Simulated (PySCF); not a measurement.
# TiOOH: structure of the doublet

Where does doublet TiOOH go from a bent start, is the end point a minimum, and what are its modes, charges and moments?

Program: PySCF 2.14.0. Level of theory: PBE0, basis Ti def2-TZVP, O def2-TZVP, H def2-TZVP, no relativity, density fitting. These are calculated values, not measurements.

### 1 Starting geometry

4 atoms, charge 0, spin multiplicity 2.

Bond lengths: Ti1–O2 1.740 Å, Ti1–O3 1.990 Å, O3–H4 0.960 Å. Angles: O2–Ti1–O3 110.0°, Ti1–O3–H4 130.0°.

Coordinates in bohr (charge 0 multiplicity 2):
```
Ti    0.0000    0.0000    0.0000
O     2.6934    0.0000    1.8859
O    -3.0804    0.0000    2.1569
H    -4.0357    1.3897    2.8259
```

### 2 The SCF at the typed geometry

One driver script runs all steps and calls PySCF; scf.py shows how it sets up the SCF of each step. The optimiser is the driver's own. After this first run the driver tries any further starts and a stability analysis.

The input, scf.py:

```python
from pyscf import gto, scf, dft
mol = gto.M(atom='''
Ti     0.000000     0.000000     0.000000
O      1.425300     0.000000     0.998000
O     -1.630100     0.000000     1.141400
H     -2.135600     0.735400     1.495400''',
    basis={'Ti': 'def2-TZVP', 'O': 'def2-TZVP', 'H': 'def2-TZVP'},
    charge=0, spin=1)
mf = dft.UKS(mol, xc='PBE0')
mf.grids.atom_grid = (50, 194)
aux = {'Ti': 'def2-universal-JKFIT', 'O': 'def2-universal-JKFIT', 'H': 'def2-universal-JKFIT'}
mf = mf.density_fit(auxbasis=aux)
mf.conv_tol = 1e-08
mf.diis_space = 10
mf.max_cycle = 60
mf.init_guess = 'minao'
mf.verbose = 4
mf.kernel()
```

Command:

```bash
> OMP_NUM_THREADS=4 python axn.py task.json out
```

The runs that follow: Bent start, doublet: relaxation; Is it a minimum? Harmonic modes.

Before running it: what results should come out? Wanted: minimum; geometry; wavenumbers; dipole moment; highest occupied, lowest empty level; polar-tensor charge of Ti1; zero-point energy; atomisation energy; ⟨S²⟩.

**Answer**, as computed:

| quantity | value |
| --- | --- |
| minimum | doublet, Cs |
| geometry | O–H 0.956 Å, Ti–O 1.611 Å, Ti–O 1.828 Å; H–O–Ti 132.5°, O–Ti–O 116.7° |
| wavenumbers (cm⁻¹) | 163 (a'), 433 (a''), 461 (a'), 713 (a'), 1045 (a'), 3947 (a') |
| dipole moment | 3.90 D |
| highest occupied, lowest empty level (either spin) | -5.20, -2.24 eV |
| polar-tensor charge of Ti1 | +1.72 e |
| zero-point energy | 40.4 kJ/mol |
| entropy at 298.15 K | 285.1 J/(mol K) |
| atomisation energy (no zero-point energy) | 1554 kJ/mol |
| ⟨S²⟩ | 0.757 |

In words: The bent start (C1) ends in a minimum of Cs symmetry. In the infrared the band at 1045 cm⁻¹ (a') leads. Most of the spin sits on Ti1 (Mulliken spin 1.10, against 1 for the whole molecule). Only this shape and spin were tried, so other structures or states may lie lower. One determinant may miss the lowest occupation of an open d or f shell.
